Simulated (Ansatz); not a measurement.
# C5H12O2: the cost of one run

Method: the settings change from run to run; program: Ansatz 0.2.0, Gaussian basis.

## Step 1: The geometry

The geometry comes from an earlier relaxation with PBE0-D4 in a triple-zeta def2 set; it is a stationary point, not always the lowest conformer.

SMILES `CCOCOCC`, 19 atoms, charge 0, spin multiplicity 1.

Atoms are counted from 1 here; the program's logs count them from 0.

Bond lengths: C1–C2 1.506 Å, C1–H8 1.092 Å, C1–H9 1.092 Å, C1–H10 1.092 Å, C2–O3 1.416 Å, C2–H11 1.095 Å, C2–H12 1.101 Å, O3–C4 1.374 Å, C4–O5 1.404 Å, C4–H13 1.105 Å, C4–H14 1.098 Å, O5–C6 1.410 Å, C6–C7 1.516 Å, C6–H15 1.093 Å, C6–H16 1.100 Å, C7–H17 1.092 Å, C7–H18 1.092 Å, C7–H19 1.093 Å. Angles: C2–C1–H8 110.8°, C2–C1–H9 110.2°, C2–C1–H10 110.5°, H8–C1–H9 108.5°, H8–C1–H10 108.3°, H9–C1–H10 108.4°, C1–C2–O3 108.4°, C1–C2–H11 111.0°, C1–C2–H12 110.8°, O3–C2–H11 109.8°, O3–C2–H12 109.2°, H11–C2–H12 107.7°, C2–O3–C4 113.8°, O3–C4–O5 109.8°, O3–C4–H13 110.7°, O3–C4–H14 106.9°, O5–C4–H13 110.1°, O5–C4–H14 110.1° and more.

## Step 2: revPBE/def2-mTZVP

Options: D4 dispersion.

Input file in.yaml:

```yaml
crystal:
  periodic: [false, false, false]
  atoms:
    - {symbol: C, position_ang: [-1.794005, -2.565297, -0.965539]}
    - {symbol: C, position_ang: [-0.945358, -1.503100, -0.317611]}
    - {symbol: O, position_ang: [-0.283808, -0.776886, -1.337890]}
    - {symbol: C, position_ang: [0.606909, 0.156920, -0.866740]}
    - {symbol: O, position_ang: [-0.088055, 1.209389, -0.250825]}
    - {symbol: C, position_ang: [0.756275, 2.174235, 0.336921]}
    - {symbol: C, position_ang: [1.228829, 1.790047, 1.725458]}
    - {symbol: H, position_ang: [-1.179133, -3.246231, -1.557327]}
    - {symbol: H, position_ang: [-2.319714, -3.145389, -0.203979]}
    - {symbol: H, position_ang: [-2.535776, -2.111606, -1.625509]}
    - {symbol: H, position_ang: [-1.558903, -0.823881, 0.283643]}
    - {symbol: H, position_ang: [-0.195109, -1.954175, 0.349555]}
    - {symbol: H, position_ang: [1.311510, -0.302582, -0.150122]}
    - {symbol: H, position_ang: [1.165761, 0.531614, -1.734968]}
    - {symbol: H, position_ang: [0.168404, 3.094012, 0.385108]}
    - {symbol: H, position_ang: [1.615241, 2.375625, -0.320392]}
    - {symbol: H, position_ang: [0.373568, 1.606035, 2.378766]}
    - {symbol: H, position_ang: [1.850087, 0.892185, 1.713780]}
    - {symbol: H, position_ang: [1.823270, 2.599081, 2.157682]}
basis:
  gaussian: {orbitals: def2-mTZVP}
hamiltonian: {xc: {name: revPBE}, dispersion: d4}
output: {forces: true}
```

The run is started by

```bash
$ ansatz run in.yaml --threads 2 --pin off --events-out ev --progress --plain --max-ram 32768MiB --backend cpu
```

Q: Estimate wall time and peak memory on 2 threads of AMD EPYC 7R13, shared host.

About 3.6 s, with a peak of 0.28 GiB.
